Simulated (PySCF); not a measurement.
# C6H3Pb (Pb(CCH)3-): the cost of one run

The runs use PySCF 2.14.0; several levels, as the steps say, no spin–orbit coupling.

2 further runs of the same task are left out: 2 for a known fault of the program.

## (1) Starting geometry

10 atoms, charge -1, spin multiplicity 1.

Bond lengths: Pb1–C2 2.351 Å, Pb1–C5 2.351 Å, Pb1–C8 2.351 Å, C2–C3 1.240 Å, C3–H4 1.083 Å, C5–C6 1.240 Å, C6–H7 1.083 Å, C8–C9 1.239 Å, C9–H10 1.083 Å. Angles: C2–Pb1–C5 95.3°, C2–Pb1–C8 95.3°, C5–Pb1–C8 95.3°, Pb1–C2–C3 168.2°, C2–C3–H4 177.5°, Pb1–C5–C6 168.2°, C5–C6–H7 177.5°, Pb1–C8–C9 168.2°, C8–C9–H10 177.5°.

Coordinates:

```xyz
10
charge -1, multiplicity 1
Pb    0.0000    0.0000    0.6619
C     2.0061    0.0000   -0.5639
C     3.1734    0.0000   -0.9809
H     4.1765    0.0001   -1.3890
C    -1.0031    1.7373   -0.5639
C    -1.5867    2.7482   -0.9809
H    -2.0883    3.6170   -1.3890
C    -1.0030   -1.7373   -0.5639
C    -1.5866   -2.7482   -0.9809
H    -2.0882   -3.6170   -1.3890
```

Formal oxidation states: Pb +2. An earlier session relaxed this geometry at BP86, Pb def2-SVP with ECP60, C def2-SVP, H def2-SVP (singlet, point group C3v).

At BP86 on the finer grid: E = -423.113710 Eh, HOMO -1.43 eV, LUMO 3.19 eV, Mulliken charge on Pb1 +0.30 e, largest force component 0.009 eV/Å. 

Levels to run: PBE0; wB97X; BLYP; PBE; BP86, TZVP; BP86, x2c-SVP. Hardware: 2 threads of Arm Neoverse V2, shared host.

## (2) PBE0

The input, run.py (the lines that set the calculation):

```python
mol = gto.M(atom='''
Pb     0.00000     0.00000     0.66191
C      2.00608     0.00002    -0.56395
C      3.17337     0.00004    -0.98086
H      4.17654     0.00005    -1.38903
C     -1.00306     1.73730    -0.56395
C     -1.58671     2.74820    -0.98086
H     -2.08831     3.61697    -1.38903
C     -1.00302    -1.73733    -0.56395
C     -1.58665    -2.74823    -0.98086
H     -2.08823    -3.61702    -1.38903''',
    basis={'Pb': 'def2-SVP', 'C': 'def2-SVP', 'H': 'def2-SVP'},
    ecp={'Pb': 'def2-SVP'},
    charge=-1, spin=0)
mf = dft.RKS(mol, xc='PBE0')
mf.grids.atom_grid = (75, 302)
mf = mf.density_fit()  # fitting sets: Pb def2-universal-JKFIT, C def2-universal-JKFIT, H def2-universal-JKFIT
mf.conv_tol = 1e-08; mf.max_cycle = 55
mf.kernel(dm0)  # dm0: the density of the relaxed state
```

The run is started by

```bash
$ OMP_NUM_THREADS=2 python run.py
```

**Question.** How long does this run take on 2 threads of Arm Neoverse V2, shared host?

About 8 s.
